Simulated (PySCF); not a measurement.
# C7H9N (p-toluidine): the cost of one run

The runs use PySCF 2.14.0, with density-fitted response routines of our own; the level of theory stands in each step. All values are computed, except where a source is named. Atoms are numbered from 0 throughout.

## 1. The starting structure

17 atoms, charge 0, multiplicity 1; geometry from: GFN2-xTB. The atoms were then displaced at random by about 0.01 Å, so the start is not that level's minimum.

Bonds of the start (Å): C0–C1 1.48, C1–C2 1.39, C2–C3 1.43, C3–C4 1.37, C4–N5 1.38, C4–C6 1.40, C6–C7 1.37, C7–C1 1.40, C0–H8 1.10, C0–H9 1.12, C0–H10 1.08, C2–H11 1.05, C3–H12 1.06, N5–H13 0.99, N5–H14 1.00, C6–H15 1.09, C7–H16 1.09.

## 2. Geometry optimisation at PBE0-D3(BJ)/def2-SVP

The job: settings as JSON, then the geometry in Å.

```
{"job": {"xc": "PBE0", "basis": "def2-SVP", "d3": "d3bj", "grid": 1, "shake": 0.01, "kind": "geom"}, "charge": 0, "multiplicity": 1}
C     -2.650640    -0.415180     0.061130
C     -1.189200    -0.202370     0.029840
C     -0.480120    -0.382450    -1.148460
C      0.939370    -0.182080    -1.179280
C      1.593270     0.194570    -0.037910
N      2.970900     0.327880    -0.039340
C      0.882950     0.384050     1.150420
C     -0.477240     0.193790     1.168380
H     -3.007870    -0.680010     1.068080
H     -3.180310     0.537930    -0.196340
H     -2.983440    -1.153680    -0.649900
H     -0.969140    -0.679330    -2.034860
H      1.424130    -0.323850    -2.106420
H      3.379700     0.479130    -0.932120
H      3.368170     0.868040     0.703600
H      1.393400     0.698490     2.057010
H     -1.030430     0.346900     2.096370
```

Started as:

```sh
> OMP_NUM_THREADS=1 python probes_run.py task.json out
```

This one command runs all jobs of the session in turn.

Q: Estimate the wall time and peak memory of this first job on 1 thread of Arm Neoverse V1, shared host.

About 83 s, with a peak of 0.63 GiB.
